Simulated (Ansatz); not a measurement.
**BrH6NSi3: one species, many methods**

An exercise on one series of results from a longer session: the logs are not shown, and one member is left open.

Program: Ansatz 0.2.0, Gaussian basis. Level of theory: functionals in def2-TZVPP, the program's frozen cores in correlated methods. These are calculated values, not measurements.

Plan: LDA (SPW92), PBE-D4, revPBE-D4, BLYP-D4, r2SCAN-D4, B97M-V, PBE0-D4, B3LYP-D4, r2SCANh-D4, r2SCAN0-D4, HSE06-D4, BHLYP-D4, CAM-B3LYP-D4, LC-ωPBE, ωB97X-V, ωB97M-V, B2PLYP, PBE-QIDH; CCSD(T)/def2-SVP; CCSD(T)/def2-TZVPP; CCSD(T)/def2-QZVPP; extrapolation to the limit; RPA on PBE.

### The relaxed structure

An earlier PBE0-D4 in a triple-zeta def2 set relaxation fixed the geometry.

11 atoms, charge 0, spin multiplicity 1.

Atoms are counted from 1 here; the program's logs count them from 0.

Bond lengths: Si1–N2 1.757 Å, Si1–H6 1.484 Å, Si1–H7 1.484 Å, Si1–H8 1.486 Å, N2–Si3 1.763 Å, N2–Si4 1.722 Å, Si3–H9 1.480 Å, Si3–H10 1.490 Å, Si3–H11 1.480 Å, Si4–Br5 2.289 Å. Angles: N2–Si1–H6 110.4°, N2–Si1–H7 110.4°, N2–Si1–H8 107.1°, H6–Si1–H7 109.1°, H6–Si1–H8 110.0°, H7–Si1–H8 109.9°, Si1–N2–Si3 116.3°, Si1–N2–Si4 116.6°, Si3–N2–Si4 127.2°, N2–Si3–H9 111.3°, N2–Si3–H10 105.2°, N2–Si3–H11 111.3°, H9–Si3–H10 108.9°, H9–Si3–H11 111.1°, H10–Si3–H11 108.9°, N2–Si4–Br5 100.7°.

The first run:

File in.yaml:

```yaml
crystal:
  periodic: [false, false, false]
  atoms:
    - {symbol: Si, position_ang: [1.295712, 1.134084, 0.010608]}
    - {symbol: N, position_ang: [-0.071204, 0.134038, -0.455494]}
    - {symbol: Si, position_ang: [-0.686328, -0.968544, 0.774824]}
    - {symbol: Si, position_ang: [-0.662249, 0.336676, -2.060091]}
    - {symbol: Br, position_ang: [-2.378094, -1.178065, -2.077144]}
    - {symbol: H, position_ang: [0.934183, 1.999373, 1.160858]}
    - {symbol: H, position_ang: [2.453048, 0.284218, 0.385789]}
    - {symbol: H, position_ang: [1.643008, 1.973058, -1.165501]}
    - {symbol: H, position_ang: [-2.087312, -0.649978, 1.130933]}
    - {symbol: H, position_ang: [0.177019, -0.742252, 1.967668]}
    - {symbol: H, position_ang: [-0.552382, -2.379607, 0.348151]}
basis:
  gaussian: {orbitals: def2-TZVPP}
hamiltonian: {xc: lda}
output: {orbitals: {seedname: orbitals}}
```

Steps of the session up to this table: LDA; PBE-D4 (GGA); revPBE-D4 (GGA); BLYP-D4 (GGA); r2SCAN-D4 (meta-GGA); B97M-V (meta-GGA); PBE0-D4 (hybrid); B3LYP-D4 (hybrid); r2SCANh-D4 (hybrid); r2SCAN0-D4 (hybrid); HSE06-D4 (hybrid); BHLYP-D4 (hybrid); CAM-B3LYP-D4 (range-separated); LC-ωPBE (range-separated); ωB97X-V (range-separated); ωB97M-V (range-separated); B2PLYP (double hybrid); PBE-QIDH (double hybrid).

One table of the session follows, with a row left open; its other results are not shown here.

It belongs to the step «Orbital energies across the functionals». 

| functional | HOMO (eV) | LUMO (eV) | gap (eV) |
| --- | --- | --- | --- |
| LDA (SPW92) | -6.24 | -3.08 | 3.16 |
| PBE-D4 | -6.11 | -2.92 | 3.20 |
| revPBE-D4 | -6.06 | -2.85 | 3.21 |
| BLYP-D4 | -5.96 | -2.75 | 3.22 |
| r2SCAN-D4 | -6.33 | -2.86 | 3.47 |
| B97M-V | -6.45 | -2.85 | 3.60 |
| PBE0-D4 | -7.16 | -2.15 | 5.02 |
| B3LYP-D4 | -6.97 | -2.30 | 4.67 |
| r2SCANh-D4 | -6.71 | -2.56 | 4.15 |
| r2SCAN0-D4 | ? | ? | ? |
| HSE06-D4 | -6.77 | -2.52 | 4.25 |
| BHLYP-D4 | -8.09 | -1.23 | 6.86 |
| CAM-B3LYP-D4 | -8.40 | -1.05 | 7.34 |
| LC-ωPBE | -9.66 | -0.04 | 9.62 |
| ωB97X-V | -9.36 | -0.11 | 9.24 |
| ωB97M-V | -9.23 | -0.22 | 9.01 |

Estimate the missing values for r2SCAN0-D4.

Worked estimate for «HOMO (eV)». Against the share of exact exchange, r2SCAN-D4 (0, -6.33), r2SCANh-D4 (0.1, -6.71) give a slope of -3.80 per unit share; at 0.25 the line stands at -7.28.

The run gave: HOMO (eV): -7.30; LUMO (eV): -2.12; gap (eV): 5.18. In «HOMO (eV)» the line misses by +0.02.
